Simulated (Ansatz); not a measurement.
# PtSe2: the cost of one run

Method: DFT, PBE, plane-wave PAW, default files, scalar-relativistic, as far as a step names no other, in Ansatz 0.2.0.

## 1. Starting point

The structure is trigonal, space group P-3m1 (No. 164). The conventional cell has a = 3.728 Å, b = 3.728 Å, c = 5.031 Å, α = 90.00°, β = 90.00°, γ = 120.00°. Around Pt (site symmetry -3m) lie 6 Se at 2.51 Å. Se (site symmetry 3m) is surrounded by 3 Pt at 2.51 Å.

Coordinates:

```
Pt Se
1.0
     3.72780    0.00000    0.00000
    -1.86390    3.22837    0.00000
     0.00000    0.00000    5.03130
Pt Se
1 2
Direct
  0.00000 0.00000 0.00000
  0.33333 0.66667 0.25500
  0.66667 0.33333 0.74500
```

The earlier run gave: no gap over 0.1 eV on the mesh, largest force 0.317 eV/Å, pressure 6.0 GPa.

Like atoms gathered into sites:

| site | atoms | first shell | V_zz (10²¹ V/m²) | η | C_Q (MHz) |
| --- | --- | --- | --- | --- | --- |
| Pt | 1 | 6 Se at 2.51 Å | 8.70 | 0.00 | – |
| Se | 2, 3 | 3 Pt at 2.51 Å; also 6 Se at 3.27–3.35 Å | -4.34 | 0.00 | – |

Conventions: |V_zz| ≥ |V_yy| ≥ |V_xx|, η = (V_xx − V_yy)/V_zz, C_Q = eQV_zz/h. Q values from Pyykkö, Mol. Phys. 116, 1328 (2018). A dash under C_Q marks elements without a common quadrupolar isotope.

## 2. Ions relaxed at fixed cell

input.yaml

```yaml
crystal:
  lattice:
    - [3.7278, 0.0, 0.0]
    - [-1.8639, 3.2283695002, 0.0]
    - [0.0, 0.0, 5.0313]
  atoms:
    - { symbol: Pt, position: [0.0, 0.0, 0.0] }
    - { symbol: Se, position: [0.3333333333, 0.6666666667, 0.255] }
    - { symbol: Se, position: [0.6666666667, 0.3333333333, 0.745] }
kpoints:
  mp_grid: { grid: [14, 14, 9] }
scf:
  occupations: { method: fermi_dirac, width: 0.05 }
hamiltonian:
  xc: pbe
  pseudopotentials: { kind: paw }
output:
  forces: true
  stress: true
  populations: true
  efg: { contact_densities: true }
  write_density: true
  write_potential: true
  elf: true
  volumetric_format: npy
relax:
  f_tol: 0.02
  max_steps: 60
```

The run is started by

```sh
$ ansatz run input.yaml --threads 1 --pin off --max-ram 3072MiB --backend cpu --events-out ev --progress --plain --runs-dir out
```

**Question.** How long does this run take on 1 thread of Intel Xeon Platinum 8488C (Sapphire Rapids), shared host, and how much memory does it need?

About 36 s, with a peak of 0.64 GiB.
